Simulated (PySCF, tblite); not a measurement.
# C7H8O2: a rotation path, then NMR shifts on frames

Aim: move C7H8O2 (`CO[C@]12C=C[C@H](C=C1)O2`) away from its starting geometry and see how NMR shifts follow the geometry.

The runs use tblite 0.8.0 and PySCF 2.14.0, with density-fitted response routines of our own; the level of theory stands in each step. All values are computed, except where a source is named. Atoms are numbered from 0 throughout.

**1. Starting geometry**

17 atoms, charge 0, multiplicity 1; geometry from: GFN2-xTB.

Bonds of the start (Å): C0–O1 1.42, O1–C2 1.37, C2–C3 1.55, C3–C4 1.32, C4–C5 1.53, C5–C6 1.53, C6–C7 1.32, C5–O8 1.42, C7–C2 1.54, O8–C2 1.44, C0–H9 1.09, C0–H10 1.09, C0–H11 1.09, C3–H12 1.07, C4–H13 1.07, C5–H14 1.08, C6–H15 1.07, C7–H16 1.07.

**2. The rotation path with GFN2-xTB**

What the job is given:

```
{"job": {"kind": "neb", "xc": "GFN2-xTB", "basis": "xTB", "atoms": [3, 2, 1, 0], "turn": 120}, "charge": 0, "multiplicity": 1}
C      2.536342    -0.007167    -0.321421
O      1.443523    -0.865276    -0.597008
C      0.225072    -0.368520    -0.223344
C     -0.068176    -0.108852     1.274135
C     -1.095188     0.722515     1.277136
C     -1.410020     0.965553    -0.202386
C     -1.993099    -0.357549    -0.709629
C     -0.971881    -1.196390    -0.718793
O     -0.106776     0.918838    -0.765502
H      3.416790    -0.517108    -0.705890
H      2.406582     0.952205    -0.827133
H      2.641220     0.163148     0.754731
H      0.465865    -0.578220     2.074690
H     -1.653388     1.144329     2.088183
H     -1.929909     1.880569    -0.463851
H     -3.023407    -0.507159    -0.959199
H     -0.890548    -2.228887    -0.984629
```

Level: GFN2-xTB climbing-image nudged elastic band, gas phase.

Run with:

```bash
OMP_NUM_THREADS=1 python probes_run.py task.json out
```

The driver reads the jobs from task.json and runs them one after another.

The log of the run:

```text
image   E - E0 / eV
  0      -0.0000
  1       0.0199
  2       0.0654
  3       0.1222
  4       0.1787
  5       0.2144
  6       0.2228
  7       0.2210
  8       0.2181
```

Run time: 3.9 s. Hardware: 1 thread of Arm Neoverse V1, shared host; peak memory 0.18 GiB.

The final band, with the dihedral C3–C2–O1–C0:

```tsv
image	dihedral (°)	energy (eV)	energy (kcal/mol)
0	-64	0.000	0.0
1	-50	0.020	0.5
2	-36	0.065	1.5
3	-20	0.122	2.8
4	-1	0.179	4.1
5	20	0.214	4.9
6	38	0.223	5.1
7	53	0.221	5.1
8	62	0.218	5.0
```

**3. NMR shieldings: image 0, PBE0/pcSseg-1**

What the job is given:

```
{"job": {"kind": "nmr", "xc": "PBE0", "basis": "pcSseg-1", "pop": false}, "charge": 0, "multiplicity": 1}
C      2.536300    -0.007200    -0.321400
O      1.443500    -0.865300    -0.597000
C      0.225100    -0.368500    -0.223300
C     -0.068200    -0.108900     1.274100
C     -1.095200     0.722500     1.277100
C     -1.410000     0.965600    -0.202400
C     -1.993100    -0.357500    -0.709600
C     -0.971900    -1.196400    -0.718800
O     -0.106800     0.918800    -0.765500
H      3.416800    -0.517100    -0.705900
H      2.406600     0.952200    -0.827100
H      2.641200     0.163100     0.754700
H      0.465900    -0.578200     2.074700
H     -1.653400     1.144300     2.088200
H     -1.929900     1.880600    -0.463900
H     -3.023400    -0.507200    -0.959200
H     -0.890500    -2.228900    -0.984600
```

Method: GIAO PBE0/pcSseg-1 NMR shielding, non-relativistic, gas phase.

The log of the run:

```text
coarse grid: 14736 points
cycle   1  E = -421.1752423009  dE =  1.753e+00  |g| = 7.754e-01  |ddm| = 3.844e+00
cycle   2  E = -421.0875457107  dE =  8.770e-02  |g| = 1.070e+00  |ddm| = 1.486e+00
cycle   3  E = -421.2873745845  dE = -1.998e-01  |g| = 1.113e-01  |ddm| = 9.139e-01
cycle   4  E = -421.2896088102  dE = -2.234e-03  |g| = 4.130e-02  |ddm| = 1.182e-01
cycle   5  E = -421.2899636089  dE = -3.548e-04  |g| = 9.851e-03  |ddm| = 4.263e-02
cycle   6  E = -421.2899774587  dE = -1.385e-05  |g| = 4.791e-03  |ddm| = 1.113e-02
cycle   7  E = -421.2899816549  dE = -4.196e-06  |g| = 4.368e-04  |ddm| = 4.106e-03
final grid: 143848 points
cycle   8  E = -421.3680210893  dE = -3.346e-05  |g| = 1.440e-02  |ddm| = 4.499e-02
cycle   9  E = -421.3679770682  dE =  4.402e-05  |g| = 2.148e-02  |ddm| = 2.497e-02
cycle  10  E = -421.3680590419  dE = -8.197e-05  |g| = 1.274e-03  |ddm| = 1.541e-02
cycle  11  E = -421.3680593945  dE = -3.527e-07  |g| = 2.556e-04  |ddm| = 1.364e-03
cycle  12  E = -421.3680594045  dE = -9.913e-09  |g| = 1.217e-04  |ddm| = 2.732e-04
cycle  13  E = -421.3680594070  dE = -2.567e-09  |g| = 2.780e-05  |ddm| = 1.123e-04
cycle  14  E = -421.3680594072  dE = -1.404e-10  |g| = 4.906e-06  |ddm| = 2.729e-05
converged SCF energy = -421.3680594072

GIAO shielding tensors (ppm)
atom      isotropic    diamagn.    paramagn.     s11        s22        s33       span
  0 C      131.521     244.402    -112.881    104.520    109.015    181.028     76.509
  1 O      289.332     394.887    -105.555    248.631    288.854    330.512     81.881
  2 C       64.871     239.230    -174.360     43.408     60.709     90.494     47.086
  3 C       32.448     253.963    -221.515    -96.196     43.423    150.117    246.313
  4 C       26.818     253.574    -226.757   -108.968     40.264    149.156    258.123
  5 C      104.664     247.971    -143.306     83.763     93.064    137.166     53.402
  6 C       29.535     253.367    -223.833   -105.175     44.035    149.744    254.918
  7 C       29.195     250.107    -220.913    -98.014     42.166    143.432    241.446
  8 O       78.445     400.245    -321.799     37.492     85.611    112.233     74.741
  9 H       27.993      27.784       0.209     24.034     25.863     34.083     10.048
 10 H       27.712      29.189      -1.477     23.078     26.634     33.422     10.344
 11 H       28.253      29.390      -1.137     24.337     26.533     33.891      9.554
 12 H       24.356      31.840      -7.485     20.388     25.285     27.394      7.006
 13 H       24.274      31.658      -7.384     21.138     25.203     26.482      5.345
 14 H       26.625      31.276      -4.652     24.061     24.422     31.391      7.330
 15 H       24.387      31.149      -6.762     21.366     25.285     26.509      5.143
 16 H       24.454      30.729      -6.275     20.844     25.236     27.280      6.436
```

Wall time 31 s (1 thread of Arm Neoverse V1, shared host); peak memory 0.86 GiB.

Shifts follow as δ = σ(reference) − σ, with reference shieldings (ppm) from runs at the same level and on the same kind of geometry: 1H TMS 31.72, 13C TMS 186.9, 17O H2O 336.1. The references are single molecules in the gas phase, so shifts against H2O, NH3, PH3, H3PO4 or CFCl3 are not on the usual liquid scales and can be off by tens of ppm. Each atom is listed at this fixed geometry, with no averaging over motion; a spectrum would average atoms that exchange fast.

```tsv
atoms	environment	σ (ppm)	δ (ppm)
C4	alkene CH	26.8	160.1
C7	alkene CH	29.2	157.7
C6	alkene CH	29.5	157.4
C3	alkene CH	32.4	154.5
C2	sp3 carbon bearing two oxygens	64.9	122.1
C5	allylic sp3 CH bonded to O	104.7	82.3
C0	methyl carbon bonded to O	131.5	55.4
H13	hydrogen on an alkene CH	24.27	7.44
H12	hydrogen on an alkene CH	24.36	7.36
H15	hydrogen on an alkene CH	24.39	7.33
H16	hydrogen on an alkene CH	24.45	7.26
H14	hydrogen on an allylic sp3 CH bonded to O	26.62	5.09
H10	hydrogen on a methyl carbon bonded to O	27.71	4.01
H9	hydrogen on a methyl carbon bonded to O	27.99	3.72
H11	hydrogen on a methyl carbon bonded to O	28.25	3.46
O8	ether oxygen	78.4	257.6
O1	ether oxygen	289.3	46.7
```

Ring of atoms C2, C3, C4, C5, O8: NICS(0) -2.8, NICS(1) -2.5, NICS(1)zz -4.3 ppm (means of both faces).

Ring of atoms C2, C5, C6, C7, O8: NICS(0) -2.1, NICS(1) -2.5, NICS(1)zz -4.3 ppm (means of both faces).

**4. Nuclear shieldings: image 3, PBE0/pcSseg-1**

What the job is given:

```
{"job": {"kind": "nmr", "xc": "PBE0", "basis": "pcSseg-1", "pop": false}, "charge": 0, "multiplicity": 1}
C      2.577100    -0.186500    -0.175100
O      1.421500    -0.526300    -0.915800
C      0.206500    -0.165400    -0.396400
C      0.039200     0.158500     1.103400
C     -1.081400     0.855900     1.181300
C     -1.587900     0.947000    -0.258800
C     -2.039400    -0.474800    -0.613700
C     -0.921200    -1.169700    -0.708200
O     -0.357000     1.029800    -0.965400
H      3.417700    -0.415300    -0.827200
H      2.597400     0.870900     0.098000
H      2.649200    -0.801300     0.728900
H      0.706400    -0.164700     1.874800
H     -1.587200     1.265900     2.031600
H     -2.260100     1.759400    -0.512400
H     -3.062000    -0.777100    -0.709300
H     -0.726000    -2.194200    -0.945600
```

Method: GIAO PBE0/pcSseg-1 NMR shielding, non-relativistic, gas phase.

The log of the run:

```text
coarse grid: 14736 points
cycle   1  E = -421.1656747615  dE =  1.754e+00  |g| = 7.884e-01  |ddm| = 3.846e+00
cycle   2  E = -421.0666213645  dE =  9.905e-02  |g| = 1.107e+00  |ddm| = 1.592e+00
cycle   3  E = -421.2818574591  dE = -2.152e-01  |g| = 1.181e-01  |ddm| = 1.007e+00
cycle   4  E = -421.2844039543  dE = -2.546e-03  |g| = 4.276e-02  |ddm| = 1.271e-01
cycle   5  E = -421.2847823457  dE = -3.784e-04  |g| = 1.056e-02  |ddm| = 4.484e-02
cycle   6  E = -421.2847987051  dE = -1.636e-05  |g| = 5.044e-03  |ddm| = 1.212e-02
cycle   7  E = -421.2848035312  dE = -4.826e-06  |g| = 8.585e-04  |ddm| = 4.765e-03
final grid: 143848 points
cycle   8  E = -421.3632437743  dE = -3.266e-05  |g| = 1.501e-02  |ddm| = 4.598e-02
cycle   9  E = -421.3631918491  dE =  5.193e-05  |g| = 2.277e-02  |ddm| = 2.651e-02
cycle  10  E = -421.3632850601  dE = -9.321e-05  |g| = 1.598e-03  |ddm| = 1.697e-02
cycle  11  E = -421.3632856200  dE = -5.599e-07  |g| = 4.818e-04  |ddm| = 1.841e-03
cycle  12  E = -421.3632856645  dE = -4.458e-08  |g| = 2.152e-04  |ddm| = 5.568e-04
cycle  13  E = -421.3632856755  dE = -1.099e-08  |g| = 4.014e-05  |ddm| = 1.937e-04
cycle  14  E = -421.3632856758  dE = -2.578e-10  |g| = 1.954e-05  |ddm| = 4.991e-05
converged SCF energy = -421.3632856758

GIAO shielding tensors (ppm)
atom      isotropic    diamagn.    paramagn.     s11        s22        s33       span
  0 C      128.370     244.079    -115.709    102.025    103.327    179.757     77.731
  1 O      291.025     394.301    -103.276    241.580    289.039    342.456    100.876
  2 C       64.111     237.635    -173.523     40.138     62.202     89.994     49.856
  3 C       36.347     254.806    -218.459    -96.080     46.309    158.813    254.893
  4 C       25.663     252.649    -226.986   -112.704     39.135    150.559    263.263
  5 C      105.486     249.909    -144.423     85.677     94.464    136.316     50.639
  6 C       29.670     253.431    -223.760   -106.890     45.066    150.836    257.726
  7 C       27.192     250.837    -223.645   -101.653     43.646    139.584    241.237
  8 O       56.835     399.684    -342.848     14.422     45.674    110.411     95.989
  9 H       27.734      27.418       0.316     23.824     25.579     33.799      9.975
 10 H       27.958      28.998      -1.040     24.435     25.868     33.572      9.137
 11 H       27.819      29.180      -1.361     24.120     25.544     33.794      9.673
 12 H       24.236      32.323      -8.087     20.027     24.648     28.034      8.006
 13 H       24.127      31.722      -7.594     20.680     25.188     26.513      5.834
 14 H       26.706      31.437      -4.731     24.186     24.510     31.421      7.235
 15 H       24.450      31.199      -6.749     21.331     25.394     26.625      5.294
 16 H       24.476      31.088      -6.613     20.531     25.442     27.454      6.923
```

Wall time 31 s (1 thread of Arm Neoverse V1, shared host); peak memory 0.86 GiB.

In short: δ C4 161.3, C7 159.7, C6 157.3, C3 150.6, H13 7.59, H12 7.48 ppm.

(Part 1 of 2 ends here.)
